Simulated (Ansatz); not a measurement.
# The gallium atom (doublet): from Hartree-Fock to the top rungs, 6-31G

How much of the correlation energy of the gallium atom (doublet) does each wave-function method recover here?

Method: 6-31G, core rule «outside noble gas», up to 14 orbitals frozen; program: Ansatz 0.2.0, Gaussian basis.

To be run: UHF; CCSD(T) on ROHF; Full CI.

## 1. The atom

A free atom, in its lowest state of this spin that the program finds. No spin-orbit coupling is included. The filled d shell of Ga may be among the frozen orbitals whatever the setting's name suggests; the logs give the count.

1 atom, charge 0, spin multiplicity 2.

## 2. UHF

File in.yaml:

```yaml
crystal:
  periodic: [false, false, false]
  atoms:
    - {symbol: Ga, position_ang: [0.000000, 0.000000, 0.000000]}
basis:
  gaussian: {orbitals: 6-31G}
magnetization: {spin_polarized: true, initial_magnetization: 1}
hamiltonian: {xc: hf}
output: {orbitals: {seedname: orbitals}}
```

On the command line:

```bash
ansatz run in.yaml --threads 1 --pin off --events-out ev --progress --plain --max-ram 2393MiB
```

After this run come: CCSD(T) on ROHF; Full CI.

Before running them: what should the planned runs give, taken together? Wanted: FCI below the RHF energy; RMP2 from FCI; RCCSD from FCI; RCCSD(T) from FCI; T1 diagnostic; effectively unpaired electrons.

As calculated:

| quantity | value |
| --- | --- |
| FCI below the RHF energy | -0.7988 eV |
| RMP2 from FCI | +300.9 meV |
| RCCSD from FCI | +3.1 meV |
| RCCSD(T) from FCI | +0.8 meV |
| levels within 1 kcal/mol (43 meV) | RCCSD, RCCSD(T) |
| T1 diagnostic | 0.009 |
| effectively unpaired electrons | 1.03 |

What this shows: RCCSD(T) lands +0.8 meV from the yardstick (0.1 % of the correlation energy). One determinant dominates. These misses are within one basis, not against nature.
